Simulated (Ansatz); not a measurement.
# HfBr3F: a ladder of functionals and wavefunction methods

An exercise on one series of results from a longer session: the logs are not shown, and one member is left open.

The runs use Ansatz 0.2.0, Gaussian basis; functionals in def2-TZVPP, the program's frozen cores in correlated methods.

Levels to be run: LDA (SPW92), PBE-D4, revPBE-D4, BLYP-D4, r2SCAN-D4, B97M-V, PBE0-D4, B3LYP-D4, r2SCANh-D4, r2SCAN0-D4, HSE06-D4, BHLYP-D4, CAM-B3LYP-D4, LC-ωPBE, ωB97X-V, ωB97M-V, B2PLYP, PBE-QIDH; CCSD(T)/def2-SVP; MP2/def2-TZVPP; MP2/def2-QZVPP; RPA on PBE.

**The geometry**

The geometry comes from an earlier relaxation with PBE0-D4 in a triple-zeta def2 set; it is a stationary point. Hf takes the def2 core potential; no spin-orbit term is included.

5 atoms, charge 0, spin multiplicity 1.

Atoms are counted from 1 here; the program's logs count them from 0.

Bond lengths: F1–Hf2 1.878 Å, Hf2–Br3 2.477 Å, Hf2–Br4 2.477 Å, Hf2–Br5 2.477 Å. Angles: F1–Hf2–Br3 108.7°, F1–Hf2–Br4 108.7°, F1–Hf2–Br5 108.7°, Br3–Hf2–Br4 110.2°, Br3–Hf2–Br5 110.2°, Br4–Hf2–Br5 110.2°.

The first run:

File in.yaml:

```yaml
crystal:
  periodic: [false, false, false]
  atoms:
    - {symbol: F, position_ang: [-0.573021, -0.192584, 1.874847]}
    - {symbol: Hf, position_ang: [-0.020064, -0.023778, 0.088514]}
    - {symbol: Br, position_ang: [1.992233, -1.425467, -0.257136]}
    - {symbol: Br, position_ang: [-1.856515, -0.785914, -1.387970]}
    - {symbol: Br, position_ang: [0.507366, 2.354142, -0.359556]}
basis:
  gaussian: {orbitals: def2-TZVPP}
hamiltonian: {xc: lda}
output: {orbitals: {seedname: orbitals}}
```

Command:

```sh
$ ansatz run in.yaml --threads 4 --pin off --events-out ev --progress --plain --max-ram 11315MiB
```

Among the steps run: LDA; PBE-D4 (GGA); revPBE-D4 (GGA); BLYP-D4 (GGA); r2SCAN-D4 (meta-GGA); B97M-V (meta-GGA); B3LYP-D4 (hybrid); r2SCANh-D4 (hybrid); r2SCAN0-D4 (hybrid); HSE06-D4 (hybrid); BHLYP-D4 (hybrid); CAM-B3LYP-D4 (range-separated); LC-ωPBE (range-separated); ωB97X-V (range-separated); ωB97M-V (range-separated); B2PLYP (double hybrid); PBE-QIDH (double hybrid).

One of the session's tables, all rows but one given; the rest of the session is left out.

It belongs to the step «Orbital energies across the functionals». 

| functional | HOMO (eV) | LUMO (eV) | gap (eV) |
| --- | --- | --- | --- |
| LDA (SPW92) | ? | ? | ? |
| PBE-D4 | -7.66 | -2.90 | 4.76 |
| revPBE-D4 | -7.60 | -2.81 | 4.79 |
| BLYP-D4 | -7.47 | -2.76 | 4.71 |
| r2SCAN-D4 | -8.03 | -2.77 | 5.26 |
| B97M-V | -8.05 | -2.67 | 5.38 |
| PBE0-D4 | -8.92 | -2.15 | 6.76 |
| B3LYP-D4 | -8.64 | -2.33 | 6.31 |
| r2SCANh-D4 | -8.48 | -2.49 | 5.99 |
| r2SCAN0-D4 | -9.16 | -2.06 | 7.10 |
| HSE06-D4 | -8.52 | -2.53 | 6.00 |
| BHLYP-D4 | -9.99 | -1.22 | 8.78 |
| CAM-B3LYP-D4 | -10.18 | -1.08 | 9.09 |
| LC-ωPBE | -11.56 | 0.01 | 11.57 |
| ωB97X-V | -11.19 | -0.06 | 11.13 |
| ωB97M-V | -11.04 | -0.13 | 10.91 |

Estimate the missing values for LDA (SPW92).

As computed: HOMO (eV): -7.84; LUMO (eV): -3.16; gap (eV): 4.68. In the column «HOMO (eV)» it lies between r2SCAN-D4 (-8.03) and PBE-D4 (-7.66).
